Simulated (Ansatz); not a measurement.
**Molecular dynamics of RbMnH₄Cl₃O₂**

input.yaml

```yaml
crystal:
  lattice:
    - [6.635189, 0.0, 0.0]
    - [-2.752523, 6.778368, 0.0]
    - [-2.718015, -1.317538, 8.464161]
  atoms:
    - { symbol: Rb, position: [0.29968059, 0.94801726, 0.21793734] }
    - { symbol: Rb, position: [0.71516064, 0.07884809, 0.78744442] }
    - { symbol: Mn, position: [0.99686587, 0.31574363, 0.3092312], spin: 3.5 }
    - { symbol: Mn, position: [0.04773929, 0.67530185, 0.72327921], spin: 3.5 }
    - { symbol: H, position: [0.61342668, 0.5648034, 0.51389938] }
    - { symbol: H, position: [0.35844852, 0.33469596, 0.58190774] }
    - { symbol: H, position: [0.84380027, 0.71169517, 0.46652705] }
    - { symbol: H, position: [0.13829741, 0.20295767, 0.59337947] }
    - { symbol: H, position: [0.66922434, 0.35385311, 0.04866972] }
    - { symbol: H, position: [0.34503718, 0.56390142, 0.77554942] }
    - { symbol: H, position: [0.92057356, 0.46510389, 0.06272021] }
    - { symbol: H, position: [0.29659962, 0.52519056, 0.94869837] }
    - { symbol: Cl, position: [0.18144869, 0.6568578, 0.4531828] }
    - { symbol: Cl, position: [0.79004621, 0.27888396, 0.53401888] }
    - { symbol: Cl, position: [0.71737191, 1.01056387, 0.17255628] }
    - { symbol: Cl, position: [0.19299361, 0.04386989, 0.77545363] }
    - { symbol: Cl, position: [0.29853206, 0.49909244, 0.18431819] }
    - { symbol: Cl, position: [0.69934702, 0.52629813, 0.8116431] }
    - { symbol: O, position: [0.76675848, 0.67491368, 0.54822219] }
    - { symbol: O, position: [0.20141726, 0.26341184, 0.51345305] }
    - { symbol: O, position: [0.82805961, 0.40744562, 0.12882248] }
    - { symbol: O, position: [0.22610211, 0.52447232, 0.82216644] }
magnetization:
  spin_polarized: true
basis:
  ecutwfc: 420.0
kpoints:
  mp_grid: { grid: [2, 1, 1] }
hamiltonian:
  xc: lda
scf:
  occupations: { method: fermi_dirac, width: 0.05 }
  lower_state_search: "off"
md:
  timestep: 0.75
  n_steps: 110
  ensemble: nve
  temperature: 1170.0
  initial_velocities: maxwell_boltzmann
  seed: 663388
```

Command:

```bash
$ ansatz run input.yaml --threads 1 --pin off --max-ram 3072MiB --backend cpu --events-out ev --progress --plain --runs-dir out
```

It goes on from the last frame of an earlier run, with new velocities.

Output, in part (step lines):

```
md step     0: t =     0.00 fs  T =  1170.0 K  F+E_penalty+E_count = -22646.01868663 eV  E_kin = 3.175918 eV  conserved = -22642.84276846 eV  (17 SCF iters)
md step     1: t =     0.75 fs  T =  1148.0 K  F+E_penalty+E_count = -22645.95695391 eV  E_kin = 3.116325 eV  conserved = -22642.84062934 eV  (8 SCF iters)
md step     2: t =     1.50 fs  T =  1088.3 K  F+E_penalty+E_count = -22645.78560336 eV  E_kin = 2.954020 eV  conserved = -22642.83158336 eV  (8 SCF iters)
md step     3: t =     2.25 fs  T =  1034.2 K  F+E_penalty+E_count = -22645.63329760 eV  E_kin = 2.807186 eV  conserved = -22642.82611136 eV  (8 SCF iters)
md step     4: t =     3.00 fs  T =  1015.6 K  F+E_penalty+E_count = -22645.58441149 eV  E_kin = 2.756870 eV  conserved = -22642.82754158 eV  (8 SCF iters)
md step     5: t =     3.75 fs  T =  1031.7 K  F+E_penalty+E_count = -22645.62922351 eV  E_kin = 2.800422 eV  conserved = -22642.82880129 eV  (8 SCF iters)
md step     6: t =     4.50 fs  T =  1071.6 K  F+E_penalty+E_count = -22645.74174106 eV  E_kin = 2.908875 eV  conserved = -22642.83286636 eV  (8 SCF iters)
md step     7: t =     5.25 fs  T =  1110.4 K  F+E_penalty+E_count = -22645.85512849 eV  E_kin = 3.014171 eV  conserved = -22642.84095779 eV  (9 SCF iters)
[... lines left out ...]
```

The steps, from the saved trajectory:

| time (fs) | T (K) | potential energy less start (eV) | conserved less start (meV/atom) |
| --- | --- | --- | --- |
| 0.0 | 1170 | 0.000 | 0.00 |
| 2.2 | 1034 | 0.385 | 0.76 |
| 4.5 | 1072 | 0.277 | 0.45 |
| 6.8 | 1074 | 0.271 | 0.47 |
| 9.0 | 1106 | 0.177 | 0.20 |
| 11.2 | 1067 | 0.293 | 0.61 |
| 13.5 | 1061 | 0.304 | 0.40 |
| 15.8 | 1074 | 0.268 | 0.36 |
| 18.0 | 1140 | 0.088 | 0.23 |
| 20.2 | 1121 | 0.139 | 0.32 |
| 22.5 | 1070 | 0.284 | 0.58 |
| 24.8 | 1124 | 0.130 | 0.23 |
| 27.0 | 1126 | 0.135 | 0.64 |
| 29.2 | 1223 | -0.139 | 0.16 |
| 31.5 | 1099 | 0.205 | 0.59 |
| 33.8 | 1095 | 0.211 | 0.36 |
| 36.0 | 1035 | 0.384 | 0.80 |
| 38.2 | 1175 | -0.014 | 0.04 |
| 40.5 | 1143 | 0.085 | 0.59 |
| 42.8 | 1134 | 0.110 | 0.53 |
| 45.0 | 1118 | 0.146 | 0.24 |
| 47.2 | 1110 | 0.177 | 0.61 |
| 49.5 | 1249 | -0.210 | 0.23 |
| 51.8 | 1210 | -0.093 | 0.69 |
| 54.0 | 1298 | -0.346 | 0.14 |
| 56.2 | 1225 | -0.128 | 0.94 |
| 58.5 | 1363 | -0.525 | -0.02 |
| 60.8 | 1314 | -0.376 | 0.67 |
| 63.0 | 1387 | -0.583 | 0.32 |
| 65.2 | 1327 | -0.412 | 0.67 |
| 67.5 | 1390 | -0.598 | -0.01 |
| 69.8 | 1316 | -0.384 | 0.59 |
| 72.0 | 1324 | -0.407 | 0.56 |
| 74.2 | 1372 | -0.545 | 0.20 |
| 76.5 | 1343 | -0.463 | 0.31 |
| 78.8 | 1297 | -0.334 | 0.52 |
| 81.0 | 1280 | -0.285 | 0.58 |

The run went to its last step. The conserved energy stayed within 0.94 meV per atom of its start (net change 0.41 meV per atom), so the integration is sound. A run of 0.083 ps of so small a system gives no equilibrium averages. No Hubbard correction was used and the magnetic state wasn't searched. Limits of this set-up: coarse k mesh.

Mean squared displacements from the first frame to the last, about the centre of mass: Rb 0.15 Å², Mn 0.28 Å², H 1.52 Å², Cl 0.28 Å², O 1.15 Å².

Last frame:

```xyz
22
Lattice="6.6352 0.0000 0.0000 -2.7525 6.7784 0.0000 -2.7180 -1.3175 8.4642" Properties=species:S:1:pos:R:3
Rb -1.559 6.170 2.025
Rb 2.409 -0.885 6.649
Mn 5.179 2.050 2.626
Mn -3.841 3.406 5.644
H 0.560 3.634 3.139
H 1.161 1.433 4.184
H 1.372 4.994 3.433
H -0.318 0.684 4.332
H 3.006 3.800 1.301
H -1.496 1.991 6.513
H 4.555 3.699 0.768
H -2.009 2.914 7.638
Cl -1.972 4.223 4.499
Cl 3.195 1.364 4.184
Cl 1.955 6.770 1.848
Cl -1.171 -1.141 6.723
Cl 0.289 2.816 1.350
Cl 1.207 2.401 7.119
O 1.148 4.104 3.893
O 0.364 1.115 3.752
O 3.977 3.830 1.614
O -2.236 2.630 6.646
```

The run took 12 min on 1 CPU thread of a shared host.
